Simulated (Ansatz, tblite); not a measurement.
**(LiSH)4 ring (Li4H4S4): rung by rung**

How do method and basis change the picture of (LiSH)4 ring (Li4H4S4) (singlet)?

The runs use Ansatz 0.2.0, Gaussian basis; as each input shows.

Levels to be run: GFN1-xTB, GFN2-xTB, PBE-D4/def2-TZVP, r2SCAN-D4/def2-TZVP, HSE06-D4/def2-TZVP, B97M-V/def2-TZVP, B3LYP-D4/def2-TZVP, PBE-D4/def2-SVP, PBE0-D4/def2-SVP, HF/STO-3G, CCSD(T)/def2-SVP, MP2/def2-TZVP.

2 further runs of the same task are left out: 2 set aside as unsound or not needed. Runs told in other sessions of the task aren't counted.

## (1) The structure

The geometry is that of the singlet, from an earlier relaxation (r2SCAN-D4/def2-SVP).

12 atoms, charge 0, spin multiplicity 1.

Bond lengths: Li1–S5 2.310 Å, Li1–S8 2.310 Å, Li2–S5 2.310 Å, Li2–S6 2.310 Å, Li3–S6 2.310 Å, Li3–S7 2.310 Å, Li4–S7 2.310 Å, Li4–S8 2.310 Å, S5–H9 1.352 Å, S6–H10 1.352 Å, S7–H11 1.352 Å, S8–H12 1.352 Å. Angles: S5–Li1–S8 160.9°, S5–Li2–S6 160.9°, S6–Li3–S7 160.9°, S7–Li4–S8 160.9°, Li1–S5–Li2 108.9°, Li1–S5–H9 99.1°, Li2–S5–H9 99.1°, Li2–S6–Li3 108.7°, Li2–S6–H10 98.9°, Li3–S6–H10 99.0°, Li3–S7–Li4 108.8°, Li3–S7–H11 99.3°, Li4–S7–H11 99.3°, Li1–S8–Li4 108.7°, Li1–S8–H12 98.9°, Li4–S8–H12 99.0°.

PBE0-D4/def2-TZVP was run before; its log isn't repeated, and its numbers join the tables.

## (2) GFN1-xTB

Tight binding, by tblite at 300 K electronic temperature and without a spin-polarisation term:

```python
tblite.interface.Calculator('GFN1-xTB', numbers, positions, charge=0, uhf=0).singlepoint()
```

Energy -506.1714 eV, HOMO -10.22 eV, LUMO -6.64 eV; 0.009 s.

## (3) GFN2-xTB

Tight binding, by tblite at 300 K electronic temperature and without a spin-polarisation term:

```python
tblite.interface.Calculator('GFN2-xTB', numbers, positions, charge=0, uhf=0).singlepoint()
```

Energy -444.4223 eV, HOMO -9.90 eV, LUMO -5.94 eV; 0.009 s.

## (4) PBE-D4/def2-TZVP

start.molden holds the orbitals of an earlier run on this state, given as this run's starting guess.

The input, in.yaml:

```yaml
crystal:
  periodic: [false, false, false]
  atoms:
    - {symbol: Li, position_ang: [-1.988463, 1.090263, -1.383311]}
    - {symbol: Li, position_ang: [1.615662, 1.962432, -0.771293]}
    - {symbol: Li, position_ang: [1.988485, -1.092511, 1.377936]}
    - {symbol: Li, position_ang: [-1.612903, -1.963904, 0.766374]}
    - {symbol: S, position_ang: [-0.278345, 2.529717, -1.965693]}
    - {symbol: S, position_ang: [3.039990, 0.832209, 0.653068]}
    - {symbol: S, position_ang: [0.362539, -2.698874, 1.711153]}
    - {symbol: S, position_ang: [-3.125727, -0.659712, -0.393816]}
    - {symbol: H, position_ang: [-0.661477, 3.616298, -1.257832]}
    - {symbol: H, position_ang: [3.868182, 0.287931, -0.266754]}
    - {symbol: H, position_ang: [0.083747, -2.459457, 3.012530]}
    - {symbol: H, position_ang: [-3.291691, -1.444402, -1.482362]}
basis:
  gaussian: {orbitals: def2-TZVP, initial_orbitals: start.molden}
hamiltonian: {xc: pbe, dispersion: d4}
scf: {omitted_lower_state_checks: [starts]}
output: {forces: true, orbitals: {seedname: orbitals}}
```

Launch:

```console
ansatz run in.yaml --threads 4 --pin off --events-out ev --progress --plain --max-ram 4787MiB
```

Further steps of the session: r2SCAN-D4/def2-TZVP; HSE06-D4/def2-TZVP; B97M-V/def2-TZVP; B3LYP-D4/def2-TZVP; PBE-D4/def2-SVP; PBE0-D4/def2-SVP; HF/STO-3G; CCSD(T)/def2-SVP; MP2/def2-TZVP.

**Question.** What will the summary of the whole plan be? Wanted: gap in def2-TZVP, named functionals, smallest and largest; correlation energy, CCSD(T)/def2-SVP; correlation energy, MP2/def2-TZVP; binding an atom, CCSD(T)/def2-SVP; PBE0 total energy, smallest basis above largest.

As calculated:

| quantity | value |
| --- | --- |
| gap in def2-TZVP, named functionals, smallest and largest | 4.42 eV (PBE-D4), 6.18 eV (PBE0-D4) |
| correlation energy, CCSD(T)/def2-SVP | -17.88 eV |
| correlation energy, MP2/def2-TZVP | -23.72 eV |
| binding an atom, CCSD(T)/def2-SVP | 2.684 eV |
| PBE0 total energy, smallest basis above largest | 15.16 eV (def2-SVP, def2-TZVP) |

In words: Over the named functionals in def2-TZVP the gap runs from 4.42 eV (PBE-D4) to 6.18 eV (PBE0-D4); exact exchange widens it. A small miss in a minimal or small basis is a cancelling of errors, not accuracy. The functionals in def2-TZVP miss CCSD(T)/def2-SVP by +0.163 (PBE0-D4) to +0.253 eV (B97M-V) an atom. The yardstick is in a double-zeta basis, so levels in larger sets aren't compared like for like. CCSD(T)/def2-SVP isn't at the basis-set limit; small misses against it rank nothing.
